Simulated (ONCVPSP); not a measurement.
# Pt: the cost of one run

Program: ONCVPSP 4.0.1.1 (patched build). Reference atom: PBE, scalar-relativistic, spherical and spin-unpolarised. All values are calculated.

### 1 Settings

Typed settings, in words:

| Property | Result |
| --- | --- |
| element | platinum (Pt, Z = 78) |
| type | optimised norm-conserving Vanderbilt (ONCV) |
| frozen core | [Kr] 4d10 4f14 |
| valence charge | 18 |
| reference configuration | 5s2 5p6 5d9 6s1 |
| partial waves | 5s+6s: rc 1.80 bohr, ncon 3, nbas 6, qcut 8.5 1/bohr, 2 projectors; 5p: rc 1.40 bohr, ncon 5, nbas 9, qcut 7.8 1/bohr, 2 projectors, debl 3.1 Ha; 5d: rc 1.35 bohr, ncon 4, nbas 8, qcut 6.6 1/bohr, 3 projectors, debl 2.5 Ha |
| local potential | polynomial inside 1.30 bohr (lpopt 5, dvloc0 1 Ha) |
| core correction | not asked for |

The nodes and maxima of the atom's own shells, from an earlier all-electron run, set the scale for the radii.

All-electron outer shells of the reference configuration (PBE, scalar-relativistic, ld1.x):

| shell | level (eV) | outermost node (bohr) | outermost maximum (bohr) |
| --- | --- | --- | --- |
| 5s | -101.82 | 0.49 | 0.87 |
| 4f | -70.08 | – | 0.38 |
| 5p | -56.02 | 0.53 | 0.98 |
| 5d | -6.14 | 0.57 | 1.26 |
| 6s | -5.66 | 1.14 | 2.38 |
| 6p | -0.84 | 1.36 | 3.69 |

### 2 Generation

Contents of Pt.dat:

```
# ATOM AND REFERENCE CONFIGURATION
# atsym  z   nc   nv     iexc    psfile
  Pt 78.00   10    4        4      upf
#
#   n    l    f
    1    0    2.00
    2    0    2.00
    2    1    6.00
    3    0    2.00
    3    1    6.00
    3    2   10.00
    4    0    2.00
    4    1    6.00
    4    2   10.00
    4    3   14.00
    5    0    2.00
    5    1    6.00
    5    2    9.00
    6    0    1.00
#
# PSEUDOPOTENTIAL AND OPTIMIZATION
# lmax
    2
#
#   l,   rc,      ep,       ncon, nbas, qcut
    0    1.80    0.00    3    6    8.50
    1    1.40    0.00    5    9    7.80
    2    1.35    0.00    4    8    6.60
#
# LOCAL POTENTIAL
# lloc, lpopt,  rc(5),   dvloc0
    4    5    1.30    1.00
#
# VANDERBILT-KLEINMAN-BYLANDER PROJECTORs
# l, nproj, debl
    0    2    2.70
    1    2    3.10
    2    3    2.50
#
# MODEL CORE CHARGE
# icmod, fcfact, rcfact
    0    0.00    0.00
#
# LOG DERIVATIVE ANALYSIS
# epsh1, epsh2, depsh
   -5.00    5.00    0.04
#
# OUTPUT GRID
# rlmax, drl
    6.00    0.01
#
# TEST CONFIGURATIONS
# ncnf
    4
# nvcnf
#   n    l    f
    4
    5    0    2.00
    5    1    6.00
    5    2    9.00
    6    0    0.00
#
    4
    5    0    2.00
    5    1    6.00
    5    2    8.00
    6    0    0.00
#
    4
    5    0    2.00
    5    1    6.00
    5    2    7.00
    6    0    0.00
#
    4
    5    0    2.00
    5    1    6.00
    5    2    8.00
    6    0    2.00
#
```

Run with:

```
oncvpsp.x < Pt.dat > Pt.out
```

**Question.** How long does this run take on 1 thread of Neoverse-N1, shared host?

About 6.8 s.
